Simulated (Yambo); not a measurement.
Br: optical spectrum with LDA

Crystal: Br.

```xyz
4
Lattice="3.3632 -2.3226 0.0000 3.3632 2.3226 0.0000 0.0000 0.0000 8.7023" Properties=species:S:1:pos:R:3 pbc="T T T"
Br    3.3632    0.6266    3.3948
Br    3.3632    1.6959    7.7459
Br    3.3632   -0.6266    5.3075
Br    3.3632   -1.6959    0.9564
```

```yaml
Program: Yambo 5.3.0
Task: optical spectrum
Functional: LDA
Potentials_or_basis: PseudoDojo 0.4.1 SR LDA standard
Cutoff: 599 eV
Density_cutoff: 2395 eV
k_mesh: 4 × 4 × 2
Occupations: fixed
Spin: no spin polarisation
k_mesh_of_the_self-consistent_run: 8 × 8 × 4
Form_of_the_LDA: PW92
Direction_of_the_field_or_of_q_to_0: x + y + z
Broadening: 0.3 eV
Kernel: Hartree (RPA with local fields)
Top_of_the_energy_range: 15 eV
Energy_points: 300
Correction_of_the_levels: scissor
Scissor_shift: 1.99 eV
Bands_in_the_response: 29
Cutoff_of_the_response_matrix: 1 Ry
```

```
Band gap on the k mesh, mean-field level                              : 1.71 eV, indirect (least direct gap 1.75 eV)
Electronic dielectric constant along the field                        : 3.89
Electronic dielectric constant along the field, independent particles : 4.29
```

Dielectric function (along the field direction of the input):
```tsv
energy (eV)	real part	imaginary part
0.25	3.89	0.13
1.00	3.97	0.15
1.76	4.18	0.20
2.56	4.65	0.33
3.31	5.69	0.84
4.11	6.29	5.54
4.87	0.36	4.61
5.67	1.47	1.59
6.42	1.61	1.63
7.22	1.47	1.19
7.98	2.19	0.60
8.78	3.21	0.90
9.53	3.69	1.71
10.33	3.50	3.71
11.09	1.06	4.15
11.89	0.53	2.85
12.64	0.49	2.66
13.44	0.59	2.25
14.20	0.42	2.32
15.00	0.24	2.14
```

Wall time 3.6 min on 1 thread of Arm Neoverse V2, on a shared host.

Caveat: the scissor is the correction of the direct gap in an earlier G0W0 run on the same states; spectra need much finer meshes, so this one isn't converged; these spectra lack excitons. As with any semilocal functional, this LDA gap is likely too small.
